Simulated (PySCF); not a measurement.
**ZrF2(OMe)2: geometry, NMR shifts and electronic excitations**

Aim: predict the NMR shifts and electronic excitations of ZrF2(OMe)2 (`C[O][Zr]([F])([F])[O]C`).

Computed with PySCF 2.14.0, with density-fitted response routines of our own, on a single molecule in the gas phase. Atoms are numbered from 0 throughout.

### 1 The starting structure

13 atoms, charge 0, multiplicity 1; geometry from: GFN2-xTB. The atoms were then displaced at random by about 0.03 Å, so the start is not that level's minimum.

Bonds of the start (Å): Zr0–F1 1.86, Zr0–F2 1.77, Zr0–O3 1.93, Zr0–O8 1.81, O3–C4 1.33, C4–H5 1.14, C4–H6 1.08, C4–H7 1.15, O8–C9 1.42, C9–H10 1.09, C9–H11 1.08, C9–H12 1.06.

### 2 Geometry optimisation at PBE0-D3(BJ)/def2-SVP

Job settings and geometry (Å):

```
{"job": {"xc": "PBE0", "basis": "def2-SVP", "d3": "d3bj", "grid": 1, "maxiter": 40, "shake": 0.03, "kind": "geom"}, "charge": 0, "multiplicity": 1}
Zr     0.075040    -0.076110     0.038550
F      0.026550     0.021590     1.893410
F      1.733520    -0.027500    -0.586830
O     -0.739090     1.540190    -0.627520
C     -0.118740     2.649160    -0.233330
H     -0.057540     2.718420     0.899210
H     -0.600700     3.567480    -0.547170
H      0.953370     2.673900    -0.658830
O     -0.863470    -1.527780    -0.502990
C     -0.204740    -2.679180     0.001980
H      0.836350    -2.700040    -0.332500
H     -0.674290    -3.579660    -0.373260
H     -0.335630    -2.632560     1.051450
```

Command:

```bash
OMP_NUM_THREADS=1 python probes_run.py task.json out
```

One launch serves the whole session: the jobs run in the order shown.

**Question.** This job is followed by: GIAO PBE0/pcSseg-1 Zr:def2-TZVP NMR shielding, non-relativistic, gas phase; TDDFT PBE0/def2-SVPD, vertical, gas phase, core orbitals frozen in the response; GIAO KT2/pcSseg-1 Zr:def2-TZVP NMR shielding, non-relativistic, gas phase. Predict these results of the whole session: rotational constants (main isotopes); 13C shifts against TMS (PBE0/def2-TZVP+pcSseg-1, means over atoms taken as alike); 1H shifts against TMS (PBE0/def2-TZVP+pcSseg-1, means over atoms taken as alike); 19F shifts against CFCl3 (PBE0/def2-TZVP+pcSseg-1, means over atoms taken as alike); 17O shifts against H2O (PBE0/def2-TZVP+pcSseg-1, means over atoms taken as alike); surface potential, 1st and 99th percentile; lowest singlet (PBE0/def2-SVPD); brightest single state of those computed; lowest triplet; vertical ionisation energy (ΔSCF); range of the shift of O3.

As calculated:

| quantity | value |
| --- | --- |
| rotational constants (main isotopes) | 1.76, 1.26, 1.02 GHz |
| 13C shifts against TMS (PBE0/def2-TZVP+pcSseg-1, means over atoms taken as alike) | 62.6 ppm |
| 1H shifts against TMS (PBE0/def2-TZVP+pcSseg-1, means over atoms taken as alike) | 4.07 ppm |
| 19F shifts against CFCl3 (PBE0/def2-TZVP+pcSseg-1, means over atoms taken as alike) | 128.6 ppm |
| 17O shifts against H2O (PBE0/def2-TZVP+pcSseg-1, means over atoms taken as alike) | 195.6 ppm |
| surface potential, 1st and 99th percentile | -1.43 V and 2.76 V |
| lowest singlet (PBE0/def2-SVPD) | 6.83 eV (182 nm), f = 0.000 |
| brightest single state of those computed | state 10, 7.40 eV, f = 0.115 |
| lowest triplet | 6.45 eV |
| vertical ionisation energy (ΔSCF) | 10.31 eV |
| range of the shift of O3 | 195.6 to 209.3 ppm |

**Reading.** The start was shaken at random, so part of the energy gained undoes that. Relaxing lowered the energy by 1.782 eV in 16 steps; the close pair that moved most is Zr0–C9, from 2.618 to 3.294 Å. No frequency check was run at this level, so the end point may be a saddle. At PBE0/def2-TZVP+pcSseg-1: The largest span, 528 ppm, is at F1, F2, where the paramagnetic term is -426 ppm. The lowest singlet, at 6.83 eV, is HOMO→LUMO+2 0.81, HOMO−1→LUMO+1 0.14 and is dark; of the 10 states computed, the strongest absorption comes from state 10 at 7.40 eV (the last computed, so partners may be missing). The lowest triplet lies 0.39 eV below the lowest singlet (triplets in Tamm-Dancoff, singlets in full TDDFT). ΔSCF puts the ionisation energy at 10.31 eV, 1.81 eV above −ε(HOMO). Across the 2 runs the shift of O3 (with its like atoms) moves most, between 195.6 (PBE0/def2-TZVP+pcSseg-1) and 209.3 ppm (KT2/def2-TZVP+pcSseg-1). Spin-orbit coupling is left out, which matters for shieldings and couplings at and beside the heavy atoms.
